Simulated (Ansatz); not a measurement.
**BClH5NSi: up Jacob's ladder to CCSD(T)**

An exercise on one series of results from a longer session: the logs are not shown, and one member is left open.

Program: Ansatz 0.2.0, Gaussian basis. Level of theory: functionals in def2-TZVPP, the program's frozen cores in correlated methods. These are calculated values, not measurements.

The runs, in order: LDA (SPW92), PBE-D4, revPBE-D4, BLYP-D4, r2SCAN-D4, B97M-V, PBE0-D4, B3LYP-D4, r2SCANh-D4, r2SCAN0-D4, HSE06-D4, BHLYP-D4, CAM-B3LYP-D4, LC-ωPBE, ωB97X-V, ωB97M-V, B2PLYP, PBE-QIDH; CCSD(T)/def2-SVP; CCSD(T)/def2-TZVPP; MP2/def2-QZVPP; extrapolation to the limit; RPA on PBE.

### The relaxed structure

The geometry comes from an earlier relaxation with PBE0-D4 in a triple-zeta def2 set; it is a stationary point, not always the lowest conformer.

SMILES `B[SiH](N)Cl`, 9 atoms, charge 0, spin multiplicity 1.

Atoms are counted from 1 here; the program's logs count them from 0.

Bond lengths: B1–Si2 1.939 Å, B1–H5 1.192 Å, B1–H6 1.194 Å, Si2–N3 1.689 Å, Si2–Cl4 2.216 Å, Si2–H7 1.479 Å, N3–H8 1.006 Å, N3–H9 1.007 Å. Angles: Si2–B1–H5 120.3°, Si2–B1–H6 118.1°, H5–B1–H6 121.2°, B1–Si2–N3 124.5°, B1–Si2–Cl4 63.0°, B1–Si2–H7 127.4°, N3–Si2–Cl4 116.0°, N3–Si2–H7 107.4°, Cl4–Si2–H7 103.5°, Si2–N3–H8 123.0°, Si2–N3–H9 121.7°, H8–N3–H9 112.7°.

The first run:

Contents of in.yaml:

```yaml
crystal:
  periodic: [false, false, false]
  atoms:
    - {symbol: B, position_ang: [-0.691037, 1.204871, -0.772386]}
    - {symbol: Si, position_ang: [0.579938, -0.116153, -0.140974]}
    - {symbol: N, position_ang: [0.549172, -0.816606, 1.395195]}
    - {symbol: Cl, position_ang: [-0.974536, -0.812512, -1.558068]}
    - {symbol: H, position_ang: [-0.436236, 1.876984, -1.723143]}
    - {symbol: H, position_ang: [-1.663459, 1.411558, -0.110207]}
    - {symbol: H, position_ang: [1.844537, -0.526787, -0.788315]}
    - {symbol: H, position_ang: [1.069029, -1.645662, 1.629496]}
    - {symbol: H, position_ang: [-0.188908, -0.621992, 2.051303]}
basis:
  gaussian: {orbitals: def2-TZVPP}
hamiltonian: {xc: lda}
output: {orbitals: {seedname: orbitals}}
```

Started as:

```bash
> ansatz run in.yaml --threads 2 --pin off --events-out ev --progress --plain --max-ram 4352MiB
```

Among the steps run: LDA; PBE-D4 (GGA); revPBE-D4 (GGA); BLYP-D4 (GGA); r2SCAN-D4 (meta-GGA); B97M-V (meta-GGA); PBE0-D4 (hybrid); B3LYP-D4 (hybrid); r2SCANh-D4 (hybrid); r2SCAN0-D4 (hybrid); HSE06-D4 (hybrid); BHLYP-D4 (hybrid); CAM-B3LYP-D4 (range-separated); LC-ωPBE (range-separated); ωB97X-V (range-separated); ωB97M-V (range-separated); B2PLYP (double hybrid); PBE-QIDH (double hybrid).

One table of the session follows, with a row left open; its other results are not shown here.

It belongs to the step «Orbital energies across the functionals». 

```
  functional  HOMO (eV)  gap (eV)
 LDA (SPW92)      -6.55      5.02
      PBE-D4      -6.43      5.12
   revPBE-D4      -6.38      5.16
     BLYP-D4      -6.30      5.13
   r2SCAN-D4      -6.68      5.69
      B97M-V      -6.77      5.70
     PBE0-D4      -7.63      7.22
    B3LYP-D4      -7.43      6.80
  r2SCANh-D4      -7.12      6.45
  r2SCAN0-D4      -7.79      7.57
    HSE06-D4          ?         ?
    BHLYP-D4      -8.73      9.24
CAM-B3LYP-D4      -8.96      9.57
     LC-ωPBE     -10.27     12.05
     ωB97X-V      -9.93     11.58
     ωB97M-V      -9.77     11.14
```

**Question.** Estimate the row for HSE06-D4.

**Answer.** HOMO (eV): -7.23; gap (eV): 6.45. In the column «HOMO (eV)» it lies between B3LYP-D4 (-7.43) and r2SCANh-D4 (-7.12).
